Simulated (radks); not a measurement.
# The Coulomb parameter U of the 4d shell of Tc

One table from this session's results is given with a row withheld; the runs are named, their logs left out.

Method: scalar-relativistic Kohn-Sham, BLYP, spin-unpolarised, spherical densities, point nucleus. Code: radks (a radial shooting solver on a logarithmic mesh, Libxc functionals) version 1.

**Starting point**

| Property | Result |
| --- | --- |
| element | technetium (Z = 43) |
| charge | 0 |
| electrons | 43 |
| configuration | [Kr] 4d3 5s2 5p2 |

Outer shells as boxes (Hund's rule):

Tc
```
[Kr] core
4d [↑ ][↑ ][↑ ][  ][  ]
5s [↑↓]
5p [↑ ][↑ ][  ]
```

The first run:

Settings of this run:

```text
Z 43
configuration [Kr] 4d3 5s2 5p2
relativity scalar-relativistic
functional b88,lyp
spin unpolarised
nucleus point
c 137.035999084
```

Among the steps run: Start: [Kr] 4d3 5s2 5p2.

One table of the session follows, with a row left open; its other results are not shown here.

It belongs to the step «Start: [Kr] 4d3 5s2 5p2». Sizes of the orbitals, from the radial functions (bohr):

```
level     <r>  outermost maximum (interpolated)  90 % within  nodes
   3s  0.4155                             0.372        0.613      2
   3p  0.4164                             0.366        0.629      1
   3d       ?                                 ?            ?      ?
   4s   1.046                             0.945         1.52      3
   4p   1.151                              1.01         1.70      2
   4d   1.537                              1.22         2.40      1
   5s   2.890                              2.49         4.25      4
   5p   3.778                              3.08         5.73      3
```

Estimate the missing values for 3d.

The run gave: <r>: 0.3989; outermost maximum (interpolated): 0.311; 90 % within: 0.636; nodes: 0. In the column «<r>» it is the lowest.
